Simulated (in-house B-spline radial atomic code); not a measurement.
# Ca³⁺: ionisation energy by several methods

Aim: the ionisation energy of Ca³⁺ by several methods, each as the difference of two self-consistent energies (Ca³⁺ and the next ion, [Ne] 3s2 3p4).

The numbers are computed with in-house B-spline radial atomic code version 1 (scalar-relativistic (X2C), several functionals, spin-polarised; spherical all-electron atom at the radial basis limit), except any that are marked as measured or tabulated.

**1. The atom as given**

```
element       : calcium (Z = 20)
charge        : +3
electrons     : 17
configuration : [Ne] 3s2 3p5
nucleus       : Fermi, rms radius 3.478 fm
```

The outer shells:

[Ne] 3s2 3p5
```
[Ne] core
3s [↑↓]
3p [↑↓][↑↓][↑ ]
```

Where spins are not typed, each open shell is filled with up spins first.

**2. LDA (VWN5)**

Settings of the run:

```ini
Z = 20
electrons = 17.0
configuration = [Ne] 3s2 3p5
hamiltonian = x2c
method = lda,vwn
spin_polarised = True
nucleus = fermi
rms_radius = 3.4776
mass_number = 40
atomic_mass = 39.96259085
speed_of_light = 137.035999084
```

**3. PBE, a GGA**

Changes to the settings of step 2:

```diff
@@ -4,3 +4,3 @@
 hamiltonian = x2c
-method = lda,vwn
+method = pbe,pbe
 spin_polarised = True
```

**4. exchange-only LDA**

Changes to the settings of step 3:

```diff
@@ -4,3 +4,3 @@
 hamiltonian = x2c
-method = pbe,pbe
+method = lda,
 spin_polarised = True
```

**5. BP86, a GGA**

Changes to the settings of step 4:

```diff
@@ -4,3 +4,3 @@
 hamiltonian = x2c
-method = lda,
+method = b88,p86
 spin_polarised = True
```

**6. BLYP, a GGA**

Changes to the settings of step 5:

```diff
@@ -4,3 +4,3 @@
 hamiltonian = x2c
-method = b88,p86
+method = b88,lyp
 spin_polarised = True
```

**7. RPBE, a GGA**

Changes to the settings of step 6:

```diff
@@ -4,3 +4,3 @@
 hamiltonian = x2c
-method = b88,lyp
+method = rpbe,pbe
 spin_polarised = True
```

**8. Hartree-Fock**

Changes to the settings of step 7:

```diff
@@ -4,3 +4,3 @@
 hamiltonian = x2c
-method = rpbe,pbe
+method = hf
 spin_polarised = True
```

**9. AM05, a GGA**

Changes to the settings of step 8:

```diff
@@ -4,3 +4,3 @@
 hamiltonian = x2c
-method = hf
+method = am05
 spin_polarised = True
```

The tabulated ionisation energy is 67.2732 ± 0.0021 eV (semi-empirical; NIST Atomic Spectra Database). What does each method give, and which comes nearest?

As calculated:

| method | rung | total energy (hartree) | ΔSCF (eV) | −ε highest (eV) | ΔSCF less tabulated (eV) |
| --- | --- | --- | --- | --- | --- |
| LDA (VWN5) | LDA | -676.0568 | 67.374 | 59.046 (3p down) | +0.100 |
| exchange-only LDA | LDA | -674.6004 | 65.399 | 57.196 (3p down) | -1.874 |
| PBE | GGA | -677.7114 | 67.192 | 58.922 (3p down) | -0.081 |
| BP86 | GGA | -678.0006 | 67.323 | 59.025 (3p down) | +0.050 |
| BLYP | GGA | -677.9548 | 67.057 | 58.767 (3p down) | -0.216 |
| RPBE | GGA | -677.8831 | 67.150 | 58.895 (3p down) | -0.123 |
| AM05 | GGA | -676.2232 | 67.142 | 58.852 (3p down) | -0.131 |
| Hartree-Fock | Hartree-Fock | -677.1967 | 65.751 | 66.722 (3p down) | -1.522 |

Tables give 67.2732 ± 0.0021 eV (semi-empirical; NIST Atomic Spectra Database) for the ionisation energy. BP86 misses by +0.050 eV, the least, and exchange-only LDA by -1.874 eV (2.8 %), the most. Mean absolute error by rung (exchange-only levels left out): LDA 0.10 eV, GGA 0.12 eV, Hartree-Fock 1.52 eV. Relativistic terms that these runs lack can be as large as the gaps between close methods, so the nearest may be so by luck. PBE is off by -0.081 eV. Open shells are averaged (over orientations, and over spins where the run is restricted), while tables refer to the lowest levels. For the semilocal functionals minus the highest level recovers only 87 to 88 % of their own ΔSCF value, a mark of self-interaction.

Members of this set that are not shown: 1 did not converge; 12 used exact exchange with fractional occupations of an open shell, which is unsound here.
